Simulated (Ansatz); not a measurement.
# CrNi (R-3m) in Ansatz: further runs, part 2 of 2

Ansatz 0.2.0. Earlier steps stand in the parts before.

## Step 7: Single point, PBE, non-collinear spin, random start

Contents of input.yaml:

```yaml
crystal:
  lattice:
    - [1.2444927944, 0.7185082499, 4.1478027932]
    - [-1.2444927944, 0.7185082499, 4.1478027932]
    - [0.0, -1.4370164997, 4.1478027932]
  atoms:
    - { symbol: Ni, position: [0.5, 0.5, 0.5], spin: 0.05, spin_axis: [-0.044, -0.014, 0.019] }
    - { symbol: Cr, position: [0.0, 0.0, 0.0], spin: 2.05, spin_axis: [-2.012, 0.044, -0.388] }
hamiltonian:
  xc: pbe
  pseudopotentials: { kind: paw }
magnetization:
  noncollinear: true
  spin_orbit: false
kpoints:
  mp_grid: { grid: [9, 9, 9] }
scf:
  occupations: { method: fermi_dirac, width: 0.05 }
output:
  forces: true
  stress: true
  eigenvalues: true
```

Potentials or basis: Ansatz PAW.

On the command line:

```console
$ ansatz run input.yaml --threads 2 --pin off --max-ram 5632MiB --backend cpu --events-out ev --progress --plain --runs-dir out
```

The log of the run:

```text
Warning: RAYON_NUM_THREADS=2 ignored (pool sized by the plan → 2); use --threads N
basis.fft_grid_basis auto: the FFT boxes are laid along the combinations [[1, 0, -1], [0, 1, -1], [0, 0, 1]] of the cell's own vectors, 2.489, 2.489 and 4.390 Å long. The dense box has 18×18×30 points. Along the cell's own vectors, as sized, it would have 30×30×30, 2.78 times as many. Of the 12 symmetry operations that the crystal satisfies within crystal.symmetry.tolerance (time reversal apart; of a slab, those that keep its plane) the dense box along the cell's own vectors carries 12, and the one as laid loses 8 of those. basis.fft_grid_basis: typed keeps the cell's own vectors: state it where this run's energies or levels are differenced outside the engine with another run's, or held beside a run that keeps those vectors.
Engine: ansatz 0.2.0, aarch64-unknown-linux-gnu
Pseudopotentials: kind: paw
Pseudopotential: Ni, paw, valence charge 18, recommended cutoff 420 eV (normal), Ni.paw.azcp
Pseudopotential: Cr, paw, valence charge 14, recommended cutoff 420 eV (normal), Cr.paw.azcp
Functional definition: PBE
  parameter kappa = 0.804
  parameter beta = 0.06672455060314922
  exchange = pbe_x(kappa = kappa, mu = beta*pi^2/3)
  correlation = pbe_c(beta = beta)
Crystal: 2 atoms, lattice volume = 22.253 Å³
Basis set: ecut = 420 eV, 421 PW (Γ), FFT grids on a1−a3, a2−a3, a3, exchange–correlation on 36×36×60 points (8 copies of the dense FFT grid, shifted against one another)
Bands: 40, of which v1, the nominal top of the filled ones, is band 32 counted from 1 (31 counted from 0)
Symmetry: 12 space group operations + 12 with time reversal
Moments: of one size on atoms that these operations exchange, one fixing the others by the rotation that the starting moments gave each, and all in one plane where the starting moments lie in one or along one axis (crystal.symmetry.detect: false holds none)
k-points: 85 of 729
Non-local potential: Ni, projectors of the file, l = 0: 3, l = 1: 2, l = 2: 3, l = 3: 1
Non-local potential: Cr, projectors of the file, l = 0: 3, l = 1: 2, l = 2: 3, l = 3: 1
PAW form: soft (Blöchl's): semilocal exchange-correlation on the pseudo side does not see the compensation charge
PAW one-centre angular grid: Ni, 590 points (default); XC on 64 Gauss nodes
PAW one-centre angular grid: Cr, 590 points (default); XC on 64 Gauss nodes
Initial density: superposition of atomic densities (chi_scale 0.1, normalization cell)
Starting moments: Σ|m| = 2.1 μB on 2 of 2 sites
Initial wavefunctions: pseudopotential atomic-orbital guess
Functional: x = pbe(κ = 0.804, μ = 0.2195149727645171), c = pbe(β = 0.06672455060314922)
[... 33 lines left out ...]
  site 0: m = (-0.0000, -0.0000, -0.0000) μB, |m| = 0.0000 μB  (R = 1.03 Å)
  site 1: m = (-0.0000, +0.0000, -0.0000) μB, |m| = 0.0000 μB  (R = 1.03 Å)
Free energy (F): -9217.190265 eV
Harris-Foulkes:  -9217.190265 eV  (|F-HF|=1.79e-9)
Internal energy: -9217.168808 eV  (E = F + TS)
E sigma→0 (E₀):  -9217.179536 eV
Entropy (-TS):   -0.021457 eV (-10.729 meV/atom)
Fermi energy:    19.008010 eV
--- Per-component energies (eV) ---
  E_band       = -421.106124
  E_kinetic    = 626.397194
  E_local      = -4713.064396  (includes V_loc(G=0)·N_el)
  E_nonlocal   = 711.997376
  E_hartree    = 2001.908659
  E_xc         = -225.441495
  E_vxc        = -288.836242  (∫ρ·V_xc dr)
  E_paw        = -2822.833989  (= ΣΔE_a)
  E_vpaw       = -761.420150  (= ΣTr[D̂ρ^β])
  E_aug_tail   = 0.000874  (compensation charges beyond the density's cutoff)
  E_ewald      = -4796.133031
  E_smearing   = -0.021457  (= −TS)
  E_closure    = 0.000000  (closes the sum)
  Σ components = -9217.190265   (vs F -9217.190265, Δ=0.00e0)
--- Forces (eV/Å), atoms counted from 1 ---
  atom   1  Ni     0.00000000     0.00000000     0.00000000
  atom   2  Cr    -0.00000000     0.00000000     0.00000000
  max |Σ_I F_I| component: 3.23e-27 eV/Å
--- Stress (GPa, compression-positive) ---
        0.694145       0.000000       0.000000
        0.000000       0.694145       0.000000
        0.000000       0.000000       3.638613
  P = ⅓ Tr σ = 1.6756 GPa (16.756 kbar)
--- Band table (eV; the first three rows and the last of 85) ---
  k-point 0: bands = ["-84.4216", "-84.4216", "-52.6709", "-52.6709", "-44.9770", "-44.9770", "-44.6322", "-44.6322", "-44.6322", "-44.6322", "-24.1205", "-24.1205", "-23.4814", "-23.4814", "-23.4814", "-23.4814", "10.3816", "10.3816", "14.4024", "14.4024", "16.9571", "16.9571", "16.9571", "16.9571", "17.2287", "17.2287", "17.4974", "17.4974", "17.4974", "17.4974", "18.8122", "18.8122", "19.0319", "19.0319", "19.0319", "19.0319", "20.6968", "20.6968", "20.6968", "20.6968"]
  k-point 1: bands = ["-84.4190", "-84.4190", "-52.6524", "-52.6524", "-44.9743", "-44.9743", "-44.6519", "-44.6518", "-44.6371", "-44.6371", "-24.1058", "-24.1058", "-23.5817", "-23.5817", "-23.5041", "-23.5041", "10.8369", "10.8369", "14.7116", "14.7117", "16.7865", "16.7865", "17.0694", "17.0694", "17.1294", "17.1294", "17.3709", "17.3709", "17.5372", "17.5372", "18.2666", "18.2666", "18.9275", "18.9275", "19.2639", "19.2639", "20.5984", "20.5984", "21.7060", "21.7060"]
  k-point 2: bands = ["-84.4124", "-84.4124", "-52.6054", "-52.6054", "-44.9676", "-44.9676", "-44.7014", "-44.7014", "-44.6493", "-44.6493", "-24.0686", "-24.0686", "-23.8321", "-23.8321", "-23.5612", "-23.5612", "12.1017", "12.1017", "15.4078", "15.4078", "16.2187", "16.2187", "16.5605", "16.5605", "17.2811", "17.2811", "17.5003", "17.5003", "17.6715", "17.6715", "17.9350", "17.9350", "18.7147", "18.7147", "19.9607", "19.9607", "20.3445", "20.3445", "23.4428", "23.4428"]
  k-point 84: bands = ["-84.4190", "-84.4190", "-52.6533", "-52.6533", "-44.9721", "-44.9721", "-44.6519", "-44.6519", "-44.6371", "-44.6371", "-24.1129", "-24.1129", "-23.5816", "-23.5816", "-23.5043", "-23.5043", "12.5015", "12.5015", "13.5227", "13.5227", "16.2111", "16.2111", "16.7166", "16.7166", "17.1685", "17.1686", "17.2366", "17.2366", "17.7973", "17.7973", "18.3780", "18.3780", "18.4972", "18.4972", "18.9936", "18.9936", "20.3891", "20.3891", "20.4566", "20.4566"]
```

It took 34 s on 2 threads of Arm Neoverse V1, shared host; peak memory 0.41 GiB.

What came out:

- Free energy: -9217.1903 eV
- Pressure: 1.7 GPa
- Band gap on the k mesh: none (metal or under the smearing width)
- Net moment: 0.00 μB per cell
- Absolute moment: 0.00 μB per cell

Stress tensor (GPa, compression positive):
```
0.69 0.00 0.00
0.00 0.69 0.00
0.00 0.00 3.64
```

Levels at points of the mesh, in eV from the Fermi level:
| k point | band 30 | band 31 | band 32 | band 33 | band 34 | band 35 |
| --- | --- | --- | --- | --- | --- | --- |
| (0.00, 0.00, 0.00) | -1.51 | -0.20 | -0.20 | 0.02 | 0.02 | 0.02 |

Moments on the atoms (μB; x, y, z):
```
Ni  0.00 0.00 0.00
Cr  0.00 0.00 0.00
```

Caveat: the starting moments collapsed, and a magnetic state may lie lower; the starting moments weren't kept.
